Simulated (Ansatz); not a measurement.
# LuSb: a single-point run

The task is a single-point run on LuSb. The structure is shown as the input types it. The cell is built on a prototype (zincblende) and needn't be the phase found in nature.

Method: density functional or hybrid calculation with the settings of its input, plane waves (as first typed), in Ansatz 0.2.0.

5 further runs of the same task are left out: 3 for a known fault of the program, 2 that didn't finish.

### Step 1. The starting structure

Symmetry: F-43m, No. 216, cubic system. The conventional cell has a = 6.804 Å, b = 6.804 Å, c = 6.804 Å, α = 90.00°, β = 90.00°, γ = 90.00°. Lu (site symmetry -43m) is surrounded by 4 Sb at 2.95 Å. Sb (site symmetry -43m) is surrounded by 4 Lu at 2.95 Å.

Structure file:

```
CELL_PARAMETERS angstrom
0.00000 3.40204 3.40204
3.40204 0.00000 3.40204
3.40204 3.40204 0.00000
ATOMIC_POSITIONS crystal
Lu 0.00000 0.00000 0.00000
Sb 0.25000 0.25000 0.25000
```

### Step 2. The calculation

input.yaml reads:

```yaml
crystal:
  lattice:
    - [0.0, 3.4020389083, 3.4020389083]
    - [3.4020389083, 0.0, 3.4020389083]
    - [3.4020389083, 3.4020389083, 0.0]
  atoms:
    - { symbol: Lu, position: [0.0, 0.0, 0.0] }
    - { symbol: Sb, position: [0.25, 0.25, 0.25] }
kpoints:
  mp_grid: { grid: [2, 4, 6] }
hamiltonian:
  xc: pbesol
scf:
  occupations: { method: fixed }
  n_extra_bands: 4
output:
  forces: true
  stress: true
  eigenvalues: true
```

Run with:

```bash
$ ansatz run input.yaml --threads 4 --pin off --max-ram 3686MiB --backend cpu --events-out ev --progress --plain --runs-dir out
```

Q: Will this input give a usable result? If not, why, and what should change?

The program finished normally, with warnings (symmetry narrowed by mesh). Its log warns: «crystal.symmetry: narrowed to the stabiliser of the k-point mesh — unitary ops 24 → 2; excluded 22 operations that carry a point of the 2×4×6 mesh (shift [0, 0 ...»

Look at the input: kpoints.mp_grid.grid is [2, 4, 6]. The mesh doesn't respect the lattice's symmetry: fewer operations survive, and spurious anisotropy appears.

Run again and compare: set kpoints.mp_grid.grid to [4, 4, 4].
